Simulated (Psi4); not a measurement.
# SnHSCl (SMILES [SH][Sn][Cl]): levels of theory compared

Wanted: a comparison of 6 runs (HF/STO-3G, HF/3-21G, HF/def2-SVP, PBE/STO-3G, B3LYP/def2-SVPD, AQCC/def2-SVP) of SnHSCl. 

The calculation is run with Psi4 1.11.

1 further run of the same task is left out (it didn't finish).

### 1 The system as given

The species is SnHSCl (4 atoms), meant as a singlet with charge 0. As SMILES, `[SH][Sn][Cl]`. The coordinates come from a PBE0-D4/def2-TZVP relaxation.

Bond lengths: S1–Sn2 2.427 Å, Sn2–Cl3 2.379 Å, S1–H4 1.344 Å. Angles: S1–Sn2–Cl3 96.5°, Sn2–S1–H4 93.1°.

### 2 A single-point energy at HF/STO-3G (run 1)

Contents of run.py:

```python
import numpy as np
from ase.calculators.psi4 import Psi4
from ase import Atoms

a = Atoms(['S', 'Sn', 'Cl', 'H'], positions=[
    [0.185700, 1.488500, -0.409700],
    [-1.395700, -0.351700, -0.341800],
    [0.088800, -1.950300, 0.607800],
    [1.176700, 0.753300, 0.123400],
])
calc = Psi4(atoms=a, method='scf', basis='STO-3G', memory='1600MB', num_threads=1, charge=0, multiplicity=1, label='clhssn')
calc.psi4.set_options({'puream': True, 'e_convergence': 1e-09, 'd_convergence': 1e-08, 'scf_type': 'pk'})
a.calc = calc

print(f'energy: {a.get_potential_energy():.6f} eV')
```

Command:

```sh
$ python run.py
```

clhssn.dat:

```text
[...]
  Running in c1 symmetry.
[...]
  Nuclear repulsion =  422.245878572273398
[...]
  Multiplicity = 1
[...]
  Nalpha       = 42
  Nbeta        = 42
[...]
    Number of basis functions: 46
[...]
   @RHF iter   1: -6811.13198926018867   -3.03095e+00   1.48101e-02 DIIS/ADIIS
[...]
   @RHF iter  10: -6811.71605749738137    2.72848e-12   5.82902e-09 DIIS
[...]
  @RHF Final Energy: -6811.71605749738137
   => Energetics <=
    Nuclear Repulsion Energy =            422.2458785722733978
    One-Electron Energy =              -10269.4579580451863876
    Two-Electron Energy =                3035.4960219755312210
    Total Energy =                      -6811.7160574973813709
[...]
 Multipole Moments:
 ------------------------------------------------------------------------------------
     Multipole            Electronic (a.u.)      Nuclear  (a.u.)        Total (a.u.)
 ------------------------------------------------------------------------------------
 L = 1.  Multiply by 2.5417464519 to convert [e a0] to [Debye]
 Dipole X            :        -12.2441060           11.5847276           -0.6593784
 Dipole Y            :         -2.3270314            2.9520028            0.6249714
 Dipole Z            :         -3.1064378            2.7106522           -0.3957856
 Magnitude           :                                                    0.9909669
[...]
```

On the terminal:

```text
energy: -185356.235129 eV
```

It took 2.4 s on 1 thread of Intel Xeon Platinum 8259CL at 2.50GHz (Skylake/Cascade Lake), shared host; peak memory 0.21 GiB.

### 3 Energy and gradient at HF/3-21G (run 2)

Contents of clhssn.dat:

```
memory 1600 MB

molecule {
  0 1
  S
  Sn 1 2.427297
  Cl 2 2.379286 1 96.54851
  H 1 1.344171 2 93.12835 3 -0.01256
  symmetry c1
}

set {
  basis 3-21G
  puream true
  e_convergence 1e-09
  d_convergence 1e-08
  scf_type pk
}

gradient('hf')
print_variables()
```

Command:

```sh
$ psi4 -i clhssn.dat -o clhssn.out -n 1
```

clhssn.out:

```text
[...]
  Running in c1 symmetry.
[...]
  Nuclear repulsion =  422.245917051953597
[...]
  Multiplicity = 1
[...]
  Nalpha       = 42
  Nbeta        = 42
[...]
    Number of basis functions: 59
[...]
   @RHF iter   1: -6849.63833344155591   -3.63487e+00   8.42568e-03 ADIIS/DIIS
[...]
   @RHF iter  11: -6849.81478746294033    0.00000e+00   4.58893e-09 DIIS
[...]
  @RHF Final Energy: -6849.81478746294033
   => Energetics <=
    Nuclear Repulsion Energy =            422.2459170519535974
    One-Electron Energy =              -10295.3562698733549041
    Two-Electron Energy =                3023.2955653584608626
    Total Energy =                      -6849.8147874629394209
[...]
 Multipole Moments:
 ------------------------------------------------------------------------------------
     Multipole            Electronic (a.u.)      Nuclear  (a.u.)        Total (a.u.)
 ------------------------------------------------------------------------------------
 L = 1.  Multiply by 2.5417464519 to convert [e a0] to [Debye]
 Dipole X            :         -0.0001768            0.0003054            0.0001286
 Dipole Y            :          8.4015778           -7.4826292            0.9189486
 Dipole Z            :         10.3733815           -9.7096911            0.6636904
 Magnitude           :                                                    1.1335570
[...]
  -Total Gradient:
     Atom            X                  Y                   Z
    ------   -----------------  -----------------  -----------------
       1       -0.000002573330     0.001831424824     0.014760070040
       2        0.000002722013    -0.033812307316    -0.023486339586
       3       -0.000001185983     0.027184662702    -0.002593421595
       4        0.000001037300     0.004796220027     0.011319691558
[...]
```

Wall time 3.9 s (1 thread of Intel Xeon Platinum 8259CL at 2.50GHz (Skylake/Cascade Lake), shared host); peak memory 0.2 GiB.

Runs 3 to 5 aren't shown in full; the table further down has their settings and results.

### 4 The energy at AQCC/def2-SVP (density fitting, core potential) (run 6)

Contents of job.dat:

```
memory 1600 mb

molecule geom {
  S      0.185700     1.488500    -0.409700
  Sn    -1.395700    -0.351700    -0.341800
  Cl     0.088800    -1.950300     0.607800
  H      1.176700     0.753300     0.123400
  no_reorient
  no_com
}

set {
  basis           def2-SVP
  scf_type        df
  num_frozen_docc 14
}

energy("aqcc")
```

Command:

```sh
$ psi4 -n 1 job.dat job.out
```

job.out:

```text
[...]
    !!!  WARNING: ECP capability is in beta. Please check occupations closely.  !!!
[...]
  Running in c1 symmetry.
[...]
  Nuclear repulsion =  213.489034180479024
[...]
  Multiplicity = 1
[...]
  Nalpha       = 28
  Nbeta        = 28
[...]
    Number of basis functions: 67
[...]
   @DF-RHF iter   1: -1070.72023189462652   -1.80579e+00   4.36737e-03 ADIIS/DIIS
[...]
   @DF-RHF iter  12: -1070.78164580926682   -3.86535e-12   4.36151e-09 DIIS
[...]
  @DF-RHF Final Energy: -1070.78164580926682
   => Energetics <=
    Nuclear Repulsion Energy =            213.4890341804790239
    One-Electron Energy =               -1987.9780256987512530
    Two-Electron Energy =                 703.7073457090053807
    Total Energy =                      -1070.7816458092670473
[...]
 Multipole Moments:
 ------------------------------------------------------------------------------------
     Multipole            Electronic (a.u.)      Nuclear  (a.u.)        Total (a.u.)
 ------------------------------------------------------------------------------------
 L = 1.  Multiply by 2.5417464519 to convert [e a0] to [Debye]
 Dipole X            :         46.5528171          -47.3336710           -0.7808540
 Dipole Y            :         30.9379695          -30.8463775            0.0915920
 Dipole Z            :          6.5674312           -6.8385409           -0.2711097
 Magnitude           :                                                    0.8316384
[...]
      * SCS-MP2 total energy:                -1071.121601318459
[...]
      * MP2 total energy:                    -1071.130279280144
[...]
```

It took 6.6 s on 1 thread of Intel Xeon Platinum 8259CL at 2.50GHz (Skylake/Cascade Lake), shared host; peak memory 0.32 GiB.

### 5 Overview of the runs

| run | level | task | core potential | energy (Eh) | dipole moment (D) | HOMO energy (eV) | LUMO energy (eV) | wall time |
| --- | --- | --- | --- | --- | --- | --- | --- | --- |
| 1 | HF/STO-3G | energy | none | -6811.716057 | 2.52 | -6.01 | 3.59 | 2.4 s |
| 2 | HF/3-21G | gradient | none | -6849.814787 | 2.88 | -9.72 | -0.56 | 3.9 s |
| 3 | HF/def2-SVP (core potential) | gradient | def2 | -1070.781758 | 2.11 | -9.51 | 0.01 | 6.6 s |
| 4 | PBE/STO-3G | energy | none | -6813.967131 | 2.12 | -2.95 | -0.26 | 7.2 s |
| 5 | B3LYP/def2-SVPD (core potential) | energy | def2 | -1073.233874 | 2.27 | -7.38 | -3.08 | 13 s |
| 6 | AQCC/def2-SVP (density fitting, core potential) | energy | def2 | -1071.169431 | – | -9.51 | 0.01 | 6.6 s |

### 6 Summary of results

```
                                           quantity           value
                                run 6: total energy  -1071.16943 Eh
         run 6: HOMO energy (Hartree–Fock orbitals)        -9.51 eV
         run 6: LUMO energy (Hartree–Fock orbitals)         0.01 eV
       run 6: HOMO–LUMO gap (Hartree–Fock orbitals)         9.52 eV
run 6: correlation energy (14 core orbitals frozen)      -387.8 mEh
```

What this shows: Over runs 1, 2, 3, 4, 5 the dipole moment (its size) runs from 2.11 D (HF/def2-SVP) to 2.88 D (HF/3-21G). The two ends differ in basis and core potential. Over runs 1, 2, 3, 4, 5 the HOMO–LUMO gap runs from 2.69 eV (PBE/STO-3G) to 9.60 eV (HF/STO-3G). Exact exchange widens orbital gaps. Totals of different functionals can't be ranked against each other. Some runs of one species differ in core potentials or relativity; totals across that change don't compare. In runs 1, 4 the basis is minimal, so the values are rough. In runs 1, 2, 4 relativity is left out where basis or elements ask for it. All runs together took 39 s, the longest 13 s.
